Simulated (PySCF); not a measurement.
# SeF₃⁻: relaxation and vibrations of the singlet

Where does singlet SeF₃⁻ go from a trigonal planar start, is the end point a minimum, and what are its modes, charges and moments?

Method: PBE0, basis Se def2-SVPD, F def2-SVPD, no relativity, density fitting; program: PySCF 2.14.0.

## (1) Starting geometry

4 atoms, charge -1, spin multiplicity 1.

Bond lengths: Se1–F2 1.800 Å, Se1–F3 1.800 Å, Se1–F4 1.800 Å. Angles: F2–Se1–F3 120.0°, F2–Se1–F4 120.0°, F3–Se1–F4 120.0°.

Z-matrix (Å, degrees; charge -1 multiplicity 1):
```
Se
F  1 1.8000
F  1 1.8000 2 120.00
F  1 1.8000 2 120.00 3 180.00
```

## (2) Relaxation: trigonal planar start, singlet

One driver script runs all steps and calls PySCF; scf.py shows how it sets up the SCF of each step. The optimiser is the driver's own. Before each start the driver seeks the lowest SCF state from one or more starting densities and follows internal instabilities, so scf.py alone need not reach the same state.

The program finds D3h symmetry in the start, which this walk keeps. The walk stops when the largest gradient is under 0.0003 Eh/bohr and the energy has settled too.

scf.py

```python
from pyscf import gto, scf, dft
mol = gto.M(atom='''
Se     0.000000    -0.000000     0.000000
F      1.799974     0.000023    -0.000000
F     -0.900007     1.558811     0.000000
F     -0.899967    -1.558834    -0.000000''',
    basis={'Se': 'def2-SVPD', 'F': 'def2-SVPD'},
    charge=-1, spin=0)
mf = dft.RKS(mol, xc='PBE0')
mf.grids.atom_grid = (50, 194)
aux = {'Se': 'def2-universal-JKFIT', 'F': 'def2-universal-JKFIT'}
mf = mf.density_fit(auxbasis=aux)
mf.kernel()
```

The runs that follow: Frequencies; Downhill along the imaginary mode; Vibrations and properties at this point.

Q: Predict the outcome of this session. Wanted: minimum; geometry; wavenumbers; dipole moment; highest occupied, lowest empty level; polar-tensor charge of Se1; zero-point energy.

As calculated:

```
                            quantity                                                              value
                             minimum                                                       singlet, C2v
                            geometry  Se–F 1.797 Å, Se–F 1.934 Å (×2); F–Se–F 86.5° (×2), F–Se–F 173.0°
                  wavenumbers (cm⁻¹)         190 (a1), 217 (b1), 284 (b2), 447 (b2), 455 (a1), 620 (a1)
      dipole moment (centre of mass)                                                             1.18 D
highest occupied, lowest empty level                                                     -1.19, 3.31 eV
          polar-tensor charge of Se1                                                            +1.32 e
                   zero-point energy                                                        13.2 kJ/mol
                 entropy at 298.15 K                                                    304.1 J/(mol K)
```

In words: From D3h at the start the molecule goes to a C2v minimum, after a stop at a second-order saddle point 48.6 kJ/mol higher, from which it was pushed off along an imaginary mode. In the infrared the band at 447 cm⁻¹ (b2, stretch) leads. Other starts or spin states, not run here, may lie lower.
